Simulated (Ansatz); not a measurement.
## CH5GeN, SMILES [CH2]1[NH][GeH2]1: harmonic frequencies at the relaxed geometry, step by step

Program: the Python package of Ansatz (0.2.0).

Notebook, run cell by cell (the value of a cell's last expression is shown):

In [1]:
```python
import itertools

import ansatz as az
from ase import Atoms
from ase.data import atomic_numbers, covalent_radii
import numpy as np
```

In [2]:
```python
BASIS = "def2-SVP"
FUNCTIONAL = "pbe"
```

In [3]:
```python
atoms = Atoms(["C", "N", "Ge", "H", "H", "H", "H", "H"], positions=[
    [-0.6404, 0.3934, -0.5118],
    [-0.3248, 0.5987, 0.834],
    [0.5071, -0.9192, 0.0126],
    [-1.6639, 0.1062, -0.6381],
    [-0.2645, 1.2066, -1.2179],
    [0.4057, 1.3667, 0.8947],
    [2.0834, -0.6186, -0.0803],
    [-0.0105, -2.1909, 0.651],
])
molecule = az.Crystal.molecule_from_ase(atoms)
```

In [4]:
```python
model = molecule.calculation().basis(gaussian=BASIS).functional(FUNCTIONAL)
symbols = [site.symbol for site in molecule.cartesian_sites]
start = np.array([site.position_ang for site in molecule.cartesian_sites], dtype=float)
r = model.relax(force_tolerance=0.003).run(threads=1).report
end = np.array(r["positions_ang"])
```

In [5]:
```python
# pairs closer than 1.2 times the sum of covalent radii, before or after
radius = [covalent_radii[atomic_numbers[s]] for s in symbols]
span = lambda where, i, j: np.linalg.norm(where[i] - where[j])
bonded = [(i, j) for i, j in itertools.combinations(range(len(symbols)), 2) if min(span(start, i, j), span(end, i, j)) < 1.2 * (radius[i] + radius[j])]
print("pair        before    after (A)")
for i, j in bonded:
    print(f"{symbols[i]}{i}-{symbols[j]}{j}".ljust(10), f"{span(start, i, j):8.4f} {span(end, i, j):8.4f}")
for first, second in list(itertools.combinations(bonded, 2)):
    shared = set(first) & set(second)
    if shared and symbols[(j := shared.pop())] != "H":
        i, k = sorted((set(first) | set(second)) - {j})
        u, v = end[i] - end[j], end[k] - end[j]
        angle = np.degrees(np.arccos(np.clip(u @ v / np.linalg.norm(u) / np.linalg.norm(v), -1, 1)))
        print(f"final angle {symbols[i]}{i}-{symbols[j]}{j}-{symbols[k]}{k}: {angle:.2f} deg")
```
```text
pair        before    after (A)
C0-N1        1.3975   1.4758
C0-Ge2       1.8206   1.9424
C0-H3        1.0705   1.1061
C0-H4        1.1407   1.1084
N1-Ge2       1.9159   1.9156
N1-H5        1.0617   1.0303
Ge2-H6       1.6074   1.5396
Ge2-H7       1.5142   1.5365
final angle N1-C0-Ge2: 66.55 deg
final angle N1-C0-H3: 114.88 deg
final angle N1-C0-H4: 119.77 deg
final angle C0-N1-Ge2: 68.47 deg
final angle C0-N1-H5: 111.16 deg
final angle Ge2-C0-H3: 118.58 deg
final angle Ge2-C0-H4: 117.16 deg
final angle C0-Ge2-N1: 44.97 deg
final angle C0-Ge2-H6: 117.72 deg
final angle C0-Ge2-H7: 123.96 deg
final angle H3-C0-H4: 112.72 deg
final angle Ge2-N1-H5: 112.50 deg
final angle N1-Ge2-H6: 115.30 deg
final angle N1-Ge2-H7: 112.21 deg
final angle H6-Ge2-H7: 117.93 deg
```

In [6]:
```python
# same settings at the minimum
minimum = az.Crystal.molecule()
for symbol, place in zip(symbols, end):
    minimum = minimum.atom(symbol, place.tolist())
vibrating = (
    minimum.calculation()
    .basis(gaussian=BASIS)
    .functional(FUNCTIONAL)
    .phonons(temperatures=(200, 600, 100))
)
vib = vibrating.run(threads=1).report["vibrations"]
sums = vib["harmonic_sums"]
modes = [m["omega_inv_cm"] for m in sums["modes_at_gamma"] if m["rigid_motion"] == "no"]
print("frequencies (1/cm):", " ".join(f"{w:.0f}" for w in modes))
print("imaginary modes:", sum(w < 0 for w in modes), " zero-point energy:", round(sums["zero_point_energy_ev"], 4), "eV")
print("T (K)   F_vib (eV)   S_vib (meV/K)   C_vib (meV/K)")
for row in zip(sums["temperatures_k"], sums["vibrational_free_energy_ev"], vib["entropy_ev_per_k"], vib["heat_capacity_ev_per_k"]):
    print(f"{row[0]:6.1f} {row[1]:11.4f} {1000 * row[2]:13.4f} {1000 * row[3]:15.4f}")
```
```text
frequencies (1/cm): 326 424 534 574 574 749 771 817 957 997 1029 1226 1403 2114 2140 2999 3088 3421
imaginary modes: 0  zero-point energy: 1.4967 eV
T (K)   F_vib (eV)   S_vib (meV/K)   C_vib (meV/K)
 200.0      1.4929        0.0791          0.2169
 300.0      1.4788        0.2088          0.4337
 400.0      1.4505        0.3591          0.6125
 500.0      1.4069        0.5113          0.7504
 600.0      1.3484        0.6580          0.8586
```

Reading the output:
- These settings explore the input space; basis and method may be short of convergence.
- The frequencies are harmonic and unscaled, in a modest basis.
- It ran for 2.6 min on 1 thread of Arm Neoverse N1, on a shared host, peak memory 0.21 GiB.
